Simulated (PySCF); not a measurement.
The system is C2NH5, in a box.

```
CELL_PARAMETERS angstrom
12.00000 0.00000 0.00000
0.00000 12.00000 0.00000
0.00000 0.00000 12.00000
ATOMIC_POSITIONS crystal
C 0.45106 0.56831 0.45340
N 0.54742 0.53205 0.47264
C 0.56223 0.45893 0.56652
H 0.37815 0.54695 0.50468
H 0.43754 0.62375 0.38277
H 0.48501 0.44266 0.61315
H 0.59660 0.37975 0.53734
H 0.62401 0.49505 0.62290
```

Base run:

| Quantity | Value |
| --- | --- |
| Program | PySCF 2.14.0 |
| Functional | rSCAN |
| Potentials or basis | 6-31g* (all-electron) |
| k mesh | 1 × 1 × 1 |
| Occupations | fixed |
| Spin | no spin polarisation |

Its results: gap between the frontier levels 5.08 eV.

The run is repeated on the same cell with these changes: functional from rSCAN to BLYP. What comes out?

Gap between the frontier levels 4.64 eV.

rSCAN gives the wider gap, since meta-GGAs in the generalised Kohn-Sham scheme recover part of the derivative discontinuity.

Caveats: this is a molecule in a periodic box at the Γ point, so its band gap is the HOMO-LUMO gap; the basis of atomic orbitals isn't converged, which shifts pressures, moduli and gaps.

A k mesh can miss the band edges.

Not every run made on this cell is shown here.
